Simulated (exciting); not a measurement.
# ZnCu2 (P-3m1) in exciting: equation of state

How stiff is ZnCu2 in PBEsol, and what volume does it want? The cell is scaled to several volumes.

Program: exciting (release sodium). These are calculated values, not measurements. Logs are shortened: lines on timing, memory, paths and dates and some standing lists are left out, and cuts for length are marked.

## 1. The structure

Symmetry: P-3m1, No. 164, trigonal system. The conventional cell has a = 2.584 Å, b = 2.584 Å, c = 6.293 Å, α = 90.00°, β = 90.00°, γ = 120.00°. Around Zn (site symmetry -3m) lie 6 Zn at 2.58 Å and 6 Cu at 2.60 Å. Cu (site symmetry 3m) has 9 Cu at 2.53 to 2.58 Å and 3 Zn at 2.60 Å as nearest neighbours.

The cell comes from a database or a generator and needn't be the stable form of this composition.

## 2. Equation of state, PBEsol, 11.40 Å³/atom (volume scaled by 0.94)

The input, input.xml:

```xml
<input>
  <title>ZnCu2</title>
  <structure speciespath="./" tshift="false">
    <crystal scale="1">
      <basevect>4.783047375719 0.000000000000 0.000000000000</basevect>
      <basevect>-2.391523687954 4.142240534810 0.000000000000</basevect>
      <basevect>0.000000000000 0.000000000000 11.649975517427</basevect>
    </crystal>
    <species speciesfile="Zn.xml" rmt="2">
      <atom coord="0.000000000000 0.000000000000 0.000000000000"/>
    </species>
    <species speciesfile="Cu.xml" rmt="2">
      <atom coord="0.666666666700 0.333333333300 0.337858510000"/>
      <atom coord="0.333333333300 0.666666666700 0.662141490000"/>
    </species>
  </structure>
  <groundstate do="fromscratch" ngridk="12 12 4" rgkmax="9" gmaxvr="14" lmaxapw="10" lmaxmat="10" lmaxvr="8" xctype="GGA_PBE_SOL" stype="Fermi Dirac" swidth="0.00183747" nempty="20" ValenceRelativity="iora*" epsengy="1e-05" epspot="1e-05" maxscl="60" outputlevel="normal"/>
</input>
```

Potentials or basis: all-electron LAPW+lo, shipped species files, valence relativity iora*.

Command:

```sh
$ OMP_NUM_THREADS=1 exciting_smp
```

INFO.OUT:

```text
================================================================================
EXCITING SODIUM started
All units are atomic (Hartree, Bohr, etc.)
================================================================================

********************************************************************************
* Ground-state run starting from atomic densities                              *
********************************************************************************

++++++++++++++++++++++++++++++++++++++++++++++++++++++++++++++++++++++++++++++++
+ Starting initialization                                                      +
++++++++++++++++++++++++++++++++++++++++++++++++++++++++++++++++++++++++++++++++

 Lattice vectors (cartesian) :
      4.7830473757      0.0000000000      0.0000000000
     -2.3915236880      4.1422405348      0.0000000000
      0.0000000000      0.0000000000     11.6499755174

 Reciprocal lattice vectors (cartesian) :
      1.3136364359      0.7584283499     -0.0000000000
      0.0000000000      1.5168566997      0.0000000000
      0.0000000000     -0.0000000000      0.5393303443

 Unit cell volume                           :     230.8155211218
 Brillouin zone volume                      :       1.0746686888

 Species :    1 (Zn)
     parameters loaded from                 :    Zn.xml
     name                                   :    zinc
     nuclear charge                         :     -30.00000000
     electronic charge                      :      30.00000000
     atomic mass                            :  119198.67800000
     muffin-tin radius                      :       2.00000000
     # of radial points in muffin-tin       :     350

     atomic positions (lattice) :
       1 :   0.00000000  0.00000000  0.00000000

 Species :    2 (Cu)
     parameters loaded from                 :    Cu.xml
     name                                   :    copper
     nuclear charge                         :     -29.00000000
     electronic charge                      :      29.00000000
     atomic mass                            :  115837.27170000
     muffin-tin radius                      :       2.00000000
     # of radial points in muffin-tin       :     350

     atomic positions (lattice) :
       1 :   0.66666667  0.33333333  0.33785851
       2 :   0.33333333  0.66666667  0.66214149

 Total number of atoms per unit cell        :       3

 Spin treatment                             :    spin-unpolarised

 Number of Bravais lattice symmetries       :      24
 Number of crystal symmetries               :      12

 k-point grid                               :      12   12    4
 Total number of k-points                   :      69
 k-point set is reduced with crystal symmetries

 R^MT_min * |G+k|_max (rgkmax)              :       9.00000000
 Species with R^MT_min                      :       1 (Zn)
 Maximum |G+k| for APW functions            :       4.50000000
 Maximum |G| for potential and density      :      14.00000000

 G-vector grid sizes                        :      24    24    54
 Total number of G-vectors                  :   10671

 Maximum angular momentum used for
     APW functions                          :      10
     computing H and O matrix elements      :      10
     potential and density                  :       8
     inner part of muffin-tin               :       2

 Total nuclear charge                       :     -88.00000000
 Total electronic charge                    :      88.00000000
 Total core charge                          :      36.00000000
 Total valence charge                       :      52.00000000

 Number of empty states                     :      20
 Total number of valence states             :      47

 Maximum Hamiltonian size                   :     407
 Maximum number of plane-waves              :     371
 Total number of local-orbitals             :      36

 Exchange-correlation type                  :      22
     PBEsol, Phys. Rev. Lett. 100, 136406 (2008)
     Generalised gradient approximation (GGA)

 Smearing scheme                            :    Fermi-Dirac
 Smearing width                             :       0.00183747

 Using multisecant Broyden potential mixing

++++++++++++++++++++++++++++++++++++++++++++++++++++++++++++++++++++++++++++++++
+ Ending initialization                                                        +
++++++++++++++++++++++++++++++++++++++++++++++++++++++++++++++++++++++++++++++++

********************************************************************************
* Groundstate module started                                                   *
********************************************************************************
 Output level for this task is set to normal

++++++++++++++++++++++++++++++++++++++++++++++++++++++++++++++++++++++++++++++++
+ Self-consistent loop started                                                 +
++++++++++++++++++++++++++++++++++++++++++++++++++++++++++++++++++++++++++++++++
 Density and potential initialised from atomic data

++++++++++++++++++++++++++++++++++++++++++++++++++++++++++++++++++++++++++++++++
+ SCF iteration number :    1                                                  +
++++++++++++++++++++++++++++++++++++++++++++++++++++++++++++++++++++++++++++++++
 Total energy                               :     -5066.13991195
 _______________________________________________________________
 Fermi energy                               :         0.39326745
 Kinetic energy                             :      5207.49971580
 Coulomb energy                             :    -10072.47912854
 Exchange energy                            :      -196.30666257
 Correlation energy                         :        -4.85383664

 DOS at Fermi energy (states/Ha/cell)       :        44.83990457

 Electron charges :
     core                                   :        36.00000000
     core leakage                           :         0.00411019
     valence                                :        52.00000000
     interstitial                           :         5.77011586
     charge in muffin-tin spheres :
                  atom     1    Zn          :        28.19984472
                  atom     2    Cu          :        27.01501971
                  atom     3    Cu          :        27.01501971
     total charge in muffin-tins            :        82.22988414
     total charge                           :        88.00000000
[... 449 lines left out ...]
 Electron charges :
     core                                   :        36.00000000
     core leakage                           :         0.00380054
     valence                                :        52.00000000
     interstitial                           :         4.99453178
     charge in muffin-tin spheres :
                  atom     1    Zn          :        28.21079422
                  atom     2    Cu          :        27.39733700
                  atom     3    Cu          :        27.39733700
     total charge in muffin-tins            :        83.00546822
     total charge                           :        88.00000000

 RMS change in effective potential (target) :  0.140552E-08  ( 0.100000E-04)
 Absolute change in total energy   (target) :  0.723851E-06  ( 0.100000E-04)
 Charge distance                   (target) :  0.769736E-09  ( 0.100000E-04)

++++++++++++++++++++++++++++++++++++++++++++++++++++++++++++++++++++++++++++++++
| Convergency criteria checked for the last 2 iterations                       +
| Convergence targets achieved. Performing final SCF iteration                 +
++++++++++++++++++++++++++++++++++++++++++++++++++++++++++++++++++++++++++++++++
 Total energy                               :     -5102.10524473
 _______________________________________________________________
 Fermi energy                               :         0.33521250
 Kinetic energy                             :      5191.14795308
 Coulomb energy                             :    -10090.40157112
 Exchange energy                            :      -197.98602861
 Correlation energy                         :        -4.86559808

 DOS at Fermi energy (states/Ha/cell)       :        35.13230905

 Electron charges :
     core                                   :        36.00000000
     core leakage                           :         0.00380054
     valence                                :        52.00000000
     interstitial                           :         4.99453178
     charge in muffin-tin spheres :
                  atom     1    Zn          :        28.21079422
                  atom     2    Cu          :        27.39733700
                  atom     3    Cu          :        27.39733700
     total charge in muffin-tins            :        83.00546822
     total charge                           :        88.00000000

++++++++++++++++++++++++++++++++++++++++++++++++++++++++++++++++++++++++++++++++
+ Self-consistent loop stopped                                                 +
++++++++++++++++++++++++++++++++++++++++++++++++++++++++++++++++++++++++++++++++
 STATE.OUT is written

********************************************************************************
* Groundstate module stopped                                                   *
********************************************************************************

--------------------------------------------------------------------------------
- CAUTION! Warnings have been written in file WARNING.OUT !                    -
--------------------------------------------------------------------------------
================================================================================
| EXCITING SODIUM stopped                                                      =
================================================================================
```

Wall time 4.5 min (1 thread of Arm Neoverse V2, shared host); peak memory 0.16 GiB.

Results:

```
Free energy                                       : -138835.3669 eV
Band gap on the k mesh                            : none (metal or under the smearing width)
All electrons inside the program's atomic spheres : Zn 28.21; Cu 27.40 (radii Zn 2.0, Cu 2.0 bohr)
```

Caveat: the log's total energy holds no entropy term; the free energy is that total less TS from the occupations.

(Part 1 of 2 ends here.)
